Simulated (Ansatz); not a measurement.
# CH3FSSi: basis-set convergence

One table from this session's results is given with a row withheld; the runs are named, their logs left out.

The runs use Ansatz 0.2.0, Gaussian basis; one geometry, several basis sets.

Plan: PBE0-D4/def2-SVP; ωB97M-V/def2-SVP; PBE0-D4/def2-QZVPP; ωB97M-V/def2-QZVPP; the functionals' def2-TZVPP values are taken from earlier runs.

**The relaxed structure**

All runs share one geometry, relaxed beforehand with PBE0-D4 in a triple-zeta def2 set.

SMILES `FC1[SiH2]S1`, 7 atoms, charge 0, spin multiplicity 1.

Atoms are counted from 1 here; the program's logs count them from 0.

Bond lengths: F1–C2 1.366 Å, C2–Si3 1.856 Å, C2–S4 1.839 Å, C2–H5 1.087 Å, Si3–S4 2.095 Å, Si3–H6 1.477 Å, Si3–H7 1.480 Å. Angles: F1–C2–Si3 119.7°, F1–C2–S4 114.8°, F1–C2–H5 109.9°, Si3–C2–S4 69.1°, Si3–C2–H5 123.7°, S4–C2–H5 112.9°, C2–Si3–S4 55.1°, C2–Si3–H6 117.5°, C2–Si3–H7 120.9°, S4–Si3–H6 118.5°, S4–Si3–H7 118.9°, H6–Si3–H7 113.9°, C2–S4–Si3 55.8°.

The first run:

The input, in.yaml:

```yaml
crystal:
  periodic: [false, false, false]
  atoms:
    - {symbol: F, position_ang: [-1.909019, 0.103097, 0.435699]}
    - {symbol: C, position_ang: [-0.813138, 0.144105, -0.378074]}
    - {symbol: Si, position_ang: [0.883107, -0.025620, 0.355103]}
    - {symbol: S, position_ang: [-0.085407, -1.497257, -0.777921]}
    - {symbol: H, position_ang: [-1.031660, 0.735837, -1.262872]}
    - {symbol: H, position_ang: [0.977535, -0.211915, 1.817346]}
    - {symbol: H, position_ang: [2.039781, 0.683753, -0.234981]}
basis:
  gaussian: {orbitals: def2-SVP}
hamiltonian: {xc: pbe0, dispersion: d4}
output: {orbitals: {seedname: orbitals}}
```

Launch:

```console
ansatz run in.yaml --threads 2 --pin off --events-out ev --progress --plain --max-ram 4352MiB
```

Steps of the session up to this table: PBE0-D4 in def2-SVP; ωB97M-V in def2-SVP; PBE0-D4 in def2-QZVPP; ωB97M-V in def2-QZVPP.

One of the session's tables, all rows but one given; the rest of the session is left out.

It belongs to the step «Density functionals: the series». 

| functional | basis | HOMO (eV) |
| --- | --- | --- |
| PBE0-D4 | def2-SVP | -7.46 |
| PBE0-D4 | def2-TZVPP | -7.53 |
| PBE0-D4 | def2-QZVPP | -7.55 |
| ωB97M-V | def2-SVP | ? |
| ωB97M-V | def2-TZVPP | -9.68 |
| ωB97M-V | def2-QZVPP | -9.71 |

Estimate the missing values for ωB97M-V, def2-SVP.

**Answer.** HOMO (eV): -9.58. In the column «HOMO (eV)» it lies between ωB97M-V, def2-TZVPP (-9.68) and PBE0-D4, def2-QZVPP (-7.55).
